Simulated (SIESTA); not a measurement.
Mg5Ge:

```
Ge Mg
1.0
     5.62085   -1.61705    0.00000
     5.62085    1.61705    0.00000
    -2.00611    0.00000    7.18207
Ge Mg
1 5
Direct
  0.60927 0.60927 0.72049
  0.00273 0.00273 0.98709
  0.32189 0.32189 0.66655
  0.95261 0.95261 0.40875
  0.66756 0.66756 0.33063
  0.27929 0.27929 0.05315
```

The cell comes from a database or a generator and needn't be the stable form of this composition.

| Property | Result |
| --- | --- |
| Program | SIESTA 5.4.2 |
| Task | single point |
| Functional | PBEsol |
| Potentials or basis | PseudoDojo 0.4 standard (PBEsol files) |
| Basis | DZP (energy shift 0.003 Ry; two zetas on semicore shells) |
| Grid cutoff | 800 Ry |
| Energy shift | 0.003 Ry |
| k mesh | 9 × 9 × 4 |
| Occupations | fermi-dirac, width 0.05 eV |
| Spin | no spin polarisation |

On this cell: pressure 0.5 GPa; largest force 0.085 eV/Å; band gap on the k mesh none (metal or under the smearing width).

The same run follows on a disturbed copy (atoms moved at random, drawn with an rms of 0.05 Å):

```
CELL_PARAMETERS angstrom
5.62085 -1.61705 0.00000
5.62085 1.61705 0.00000
-2.00611 0.00000 7.18207
ATOMIC_POSITIONS crystal
Ge 0.61552 0.62042 0.72414
Mg 0.02015 0.98483 0.99623
Mg 0.31919 0.32204 0.67284
Mg 0.94842 0.96369 0.40514
Mg 0.66563 0.65746 0.32898
Mg 0.26394 0.29291 0.05736
```

Task: What does the disturbed cell give?

Result: The energy (extrapolated to zero smearing) moves by +12.0 meV/atom; pressure 0.7 GPa; largest force 0.507 eV/Å; band gap on the k mesh none (metal or under the smearing width).

Forces in eV/Å, atoms in the order of the input:
```
Ge  -0.369 -0.006  0.026
Mg   0.017  0.104 -0.356
Mg   0.269 -0.035 -0.175
Mg  -0.381 -0.030  0.332
Mg   0.415  0.048  0.165
Mg   0.049 -0.080  0.008
```

Stress tensor (GPa, compression positive):
```
 1.33  0.22  0.20
 0.22  1.82  0.10
 0.20  0.10 -1.18
```

Caveats: the basis of atomic orbitals isn't converged, which shifts pressures, moduli and gaps.
